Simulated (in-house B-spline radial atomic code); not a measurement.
**Co⁹⁺: ionisation energy by several methods**

The task here is to estimate one member of a computed series from the others.

Program: in-house B-spline radial atomic code version 1. Level of theory: non-relativistic, several functionals, spin-polarised; spherical all-electron atom at the radial basis limit. These are calculated values, not measurements, unless marked.

## The system

- element: cobalt (Z = 27)
- charge: +9
- electrons: 18
- configuration: [Ne] 3s2 3p6
- nucleus: point

The outer shells:

[Ne] 3s2 3p6
```
[Ne] core
3s [↑↓]
3p [↑↓][↑↓][↑↓]
```

Where spins are not typed, each open shell is filled with up spins first.

Set-up of the first run:

The run's settings:

```ini
Z = 27
electrons = 18.0
configuration = [Ne] 3s2 3p6
hamiltonian = nr
method = scan,scan
spin_polarised = True
```

Among the steps run: SCAN; PBE; TPSS; LDA (VWN5); PW91; Hartree-Fock; exchange-only LDA; RPBE; M06-L.

One of the session's tables, all rows but one given; the rest of the session is left out.

| method | ΔSCF (eV) |
| --- | --- |
| LDA (VWN5) | 275.10 |
| exchange-only LDA | 272.83 |
| PBE | 275.17 |
| PW91 | 275.34 |
| RPBE | 275.17 |
| SCAN | ? |
| TPSS | 275.50 |
| M06-L | 276.41 |
| Hartree-Fock | 274.07 |

Q: Estimate the row for SCAN from the others.

**Answer.** ΔSCF (eV): 276.27. In the column «ΔSCF (eV)» it lies between TPSS (275.50) and M06-L (276.41).

Members of this set that are not shown: 12 used exact exchange with fractional occupations of an open shell, which is unsound here.

To keep in mind: Meta-GGA runs start from a PBE run whose iterations are not counted. Mean absolute error by rung (exchange-only levels left out): LDA 0.30 eV, GGA 0.18 eV, meta-GGA 0.66 eV, Hartree-Fock 1.33 eV. These runs lack relativity altogether, which can outweigh the gaps between the methods, so the nearest may be so by luck.
